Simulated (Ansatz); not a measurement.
# U-wB97X/def2-SVPD run of CH5BN (SMILES B[N]C)

What is the electronic atomisation energy of CH5BN at U-wB97X/def2-SVPD? 

The results are computed with Ansatz 0.2.0.

61 further runs of the same task are left out: 61 set aside as unsound or not needed.

### Step 1. The molecule

CH5BN has 8 atoms, charge 0, and is taken as a doublet. As SMILES, `B[N]C`. The coordinates come from a PBE0-D4/def2-TZVP relaxation.

Bond lengths: B1–N2 1.332 Å, N2–C3 1.390 Å, B1–H4 1.210 Å, B1–H5 1.203 Å, C3–H6 1.096 Å, C3–H7 1.096 Å, C3–H8 1.102 Å. Angles: B1–N2–C3 164.6°, N2–B1–H4 118.7°, N2–B1–H5 121.1°, N2–C3–H6 112.2°, N2–C3–H7 112.2°, N2–C3–H8 109.0°, H4–B1–H5 120.3°, H6–C3–H7 109.2°, H6–C3–H8 107.0°, H7–C3–H8 107.0°.

### Step 2. The energy at U-wB97X/def2-SVPD

Input file run.yaml:

```yaml
crystal:
  periodic: [false, false, false]
  atoms:
    - {symbol: B, position_ang: [-0.373900, 1.096100, -0.965000]}
    - {symbol: N, position_ang: [0.058500, 0.275600, -0.008700]}
    - {symbol: C, position_ang: [0.339600, -0.835900, 0.776800]}
    - {symbol: H, position_ang: [-1.007800, 0.632300, -1.885400]}
    - {symbol: H, position_ang: [-0.143000, 2.276400, -0.921600]}
    - {symbol: H, position_ang: [-0.096400, -0.755000, 1.778600]}
    - {symbol: H, position_ang: [1.416200, -1.018200, 0.865300]}
    - {symbol: H, position_ang: [-0.101000, -1.728600, 0.304400]}
basis:
  gaussian:
    orbitals: def2-SVPD
hamiltonian:
  xc: {name: wB97X}
accuracy: high
magnetization:
  spin_polarized: true
  initial_magnetization: 1
output:
  orbitals: {seedname: orbitals}
```

Run with:

```
$ ansatz run run.yaml --threads 1 --pin off --max-ram 3480MiB --events-out events.jsonl --progress --plain --runs-dir runs
```

Log:

```text
Warning: RAYON_NUM_THREADS=1 ignored (pool sized by the plan → 1); use --threads N
Functional definition: wB97X
  name "wB97X"
  parameter omega = 0.3/bohr
  parameter cx = 0.157706
  parameter cx1 = 0.726479
  parameter cx2 = 1.04760
  parameter cx3 = -5.70635
  parameter cx4 = 13.2794
  parameter css1 = -4.33879
  parameter css2 = 18.2308
  parameter css3 = -31.7430
  parameter css4 = 17.2901
  parameter cos1 = 2.37031
  parameter cos2 = -11.3995
  parameter cos3 = 6.58405
  parameter cos4 = -3.78132
  exchange = spin_sum(e_x_unif_sr(omega)*poly(b97_u_x, 1 - cx, cx1, cx2, cx3, cx4)) + cx*exact_x_sr(omega)
      + exact_x_lr(omega)
  correlation = spin_sum(e_c_pw_same_spin*poly(b97_u_same, 1, css1, css2, css3, css4))
      + integral(e_c_pw_opposite_spin*poly(b97_u_opposite, 1, cos1, cos2, cos3, cos4))
2079 factors; integrals over basis functions are off by at most 3.1e-9 eV
426 factors; integrals over basis functions are off by at most 1.9e-9 eV
mean field evaluation 1: about -3277.6813 eV, gradient 2.2e1 eV
mean field evaluation 2: about -3277.9657 eV, gradient 2.3e1 eV
mean field evaluation 4: about -3280.1909 eV, gradient 1.0e0 eV
mean field evaluation 8: about -3280.2675 eV, gradient 5.5e-2 eV
mean field evaluation 16: about -3280.2675 eV, gradient 4.1e-4 eV
mean field evaluation 32: about -3280.2675 eV, gradient 2.5e-8 eV
mean field -3280.26754661 eV, -120.5476088925 hartree, gradient 2.5e-8 eV, S^2 0.759409; 0 other end points of the search recorded, 0 dependent functions left out
reference -3280.26754341 eV, -120.5476087752 hartree; 12, 11 occupied and 88, 89 virtual orbitals, 2079 factors
Total energy: -3280.26754341 eV, -120.5476087752 hartree
```

It took 81 s on 1 thread of Arm Neoverse N1, shared host; peak memory 0.74 GiB.

### Step 3. The B atom at the same level

Input file job.yaml:

```yaml
basis:
  gaussian:
    orbitals: def2-SVPD
crystal:
  periodic: [false, false, false]
  atoms:
    - {symbol: B, position_ang: [0.000000, 0.000000, 0.000000]}
hamiltonian:
  xc: {name: wB97X}
accuracy: high
magnetization:
  spin_polarized: true
  initial_magnetization: 1
```

Run the same way, it converges to -24.62330 Eh (log not shown).

### Step 4. The C atom at the same level

Input file input.yaml:

```yaml
basis:
  gaussian:
    orbitals: def2-SVPD
crystal:
  periodic: [false, false, false]
  atoms:
    - {symbol: C, position_ang: [0.000000, 0.000000, 0.000000]}
magnetization:
  spin_polarized: true
  initial_magnetization: 2
hamiltonian:
  xc: {name: wB97X}
accuracy: high
```

Run the same way, it converges to -37.80235 Eh (log not shown).

### Step 5. The H atom, same level

Input file input.yaml:

```yaml
crystal:
  periodic: [false, false, false]
  atoms:
    - {symbol: H, position_ang: [0.000000, 0.000000, 0.000000]}
basis:
  gaussian:
    orbitals: def2-SVPD
magnetization:
  spin_polarized: true
  initial_magnetization: 1
hamiltonian:
  xc: {name: wB97X}
accuracy: high
```

Run with:

```
$ ansatz run input.yaml --threads 1 --pin off --max-ram 3480MiB --events-out events.jsonl --progress --plain --runs-dir runs
```

Log (excerpt; [...] marks lines left out):

```text
Warning: RAYON_NUM_THREADS=1 ignored (pool sized by the plan → 1); use --threads N
[... 2 set-up lines as earlier in the session ...]
[...]
      + exact_x_lr(omega)
[...]
      + integral(e_c_pw_opposite_spin*poly(b97_u_opposite, 1, cos1, cos2, cos3, cos4))
33 factors; integrals over basis functions are off by at most 2.1e-9 eV
32 factors; integrals over basis functions are off by at most 4.4e-10 eV
[...]
mean field -13.62211750 eV, -0.5006035846 hartree, gradient 3.2e-8 eV, S^2 0.750000; 0 other end points of the search recorded, 0 dependent functions left out
reference -13.62211771 eV, -0.5006035924 hartree; 1, 0 occupied and 7, 8 virtual orbitals, 33 factors
Total energy: -13.62211771 eV, -0.5006035924 hartree
```

Run time: 0.7 s. Hardware: 1 thread of Arm Neoverse N1, shared host.

### Step 6. The N atom, same level

Input file job.yaml:

```yaml
crystal:
  periodic: [false, false, false]
  atoms:
    - {symbol: N, position_ang: [0.000000, 0.000000, 0.000000]}
basis:
  gaussian: {orbitals: def2-SVPD}
magnetization: {spin_polarized: true, initial_magnetization: 3}
hamiltonian: {xc: {name: wB97X}}
accuracy: high
```

Run the same way, it converges to -54.52796 Eh (log not shown).

### Step 7. Results

Level: U-wB97X/def2-SVPD.

```
                                    quantity          value
                      molecule: total energy  -120.54761 Eh
molecule: HOMO energy (highest over α and β)       -9.50 eV
 molecule: LUMO energy (lowest over α and β)       -0.48 eV
                              molecule: ⟨S²⟩          0.759
                        B atom: total energy   -24.62330 Eh
                                B atom: ⟨S²⟩          0.754
                        C atom: total energy   -37.80235 Eh
                                C atom: ⟨S²⟩          2.006
                        H atom: total energy    -0.50060 Eh
                                H atom: ⟨S²⟩          0.750
                        N atom: total energy   -54.52796 Eh
                                N atom: ⟨S²⟩          3.757
               electronic atomisation energy      29.687 eV
```

Taking the molecule apart into free atoms costs 29.69 eV (685 kcal/mol), before zero-point energy and without spin-orbit coupling.
